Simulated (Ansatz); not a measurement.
## AlBH6InPSi, SMILES [AlH2][SiH]1B[PH][InH]1: vertical spin-state energies, step by step

With the Python package of Ansatz (0.2.0).

Run as a notebook:

In [1]:
```python
import ansatz as az
```

In [2]:
```python
system = (
    az.Crystal.molecule()
    .atom("Al", (-1.3463, 1.8546, 0.1881))
    .atom("Si", (-0.5421, -0.2842, -0.1064))
    .atom("B", (1.104, -0.1915, -1.0923))
    .atom("P", (2.1694, -0.5488, 0.5503))
    .atom("In", (0.1898, -2.2442, 1.5068))
    .atom("H", (-1.4232, 2.8652, -1.1084))
    .atom("H", (-2.5854, 2.0907, 1.1962))
    .atom("H", (-1.4592, -1.0931, -0.8564))
    .atom("H", (1.4506, 0.2558, -2.0908))
    .atom("H", (2.8699, -1.6407, -0.0069))
    .atom("H", (-1.2463, 1.8546, 0.1881))
)
```

In [3]:
```python
setup = (
    system.calculation()
    .basis(gaussian="def2-SVP")
    .functional("b3lyp")
)
found = {}
for unpaired in [0, 2]:
    rep = setup.spin("collinear", total=unpaired).run(threads=1).report
    s = unpaired / 2
    found[unpaired] = rep["free_energy_ev"]
    print(f"2S+1 = {unpaired + 1}: E = {found[unpaired]:.5f} eV, <S^2> = {abs(rep['mean_field']['state']['spin_squared']):.3f} (pure state {s * (s + 1):.2f})")
lowest = min(found, key=found.get)
for unpaired, e in found.items():
    print(f"multiplicity {unpaired + 1}: {23.060548 * (e - found[lowest]):.1f} kcal/mol above the lowest")
```
```text
2S+1 = 1: E = -28615.36933 eV, <S^2> = 1.005 (pure state 0.00)
2S+1 = 3: E = -28615.42867 eV, <S^2> = 2.011 (pure state 2.00)
multiplicity 1: 1.4 kcal/mol above the lowest
multiplicity 3: 0.0 kcal/mol above the lowest
```

The input holds a mistake (two atoms almost overlap), so what it prints is no property of AlBH6InPSi. The geometry is a force-field or estimated start, not a minimum of this method, and the basis set is short of its limit. All parts are taken at fixed geometry, without zero-point energy. def2 sets replace the cores of elements past krypton by effective core potentials. The expectation value of S² is noticeably off S(S+1) in at least one run, so that state is spin-contaminated. b3lyp holds the VWN-RPA fit, as in Gaussian; the form of ORCA and Turbomole is b3lyp5. Spin-orbit coupling, which mixes and shifts the spin states of heavy atoms, is left out. By the engine's processor time: 52 s on 1 thread of Intel(R) Xeon(R) Processor @ 2.30GHz (shared host), peak memory 0.56 GiB.
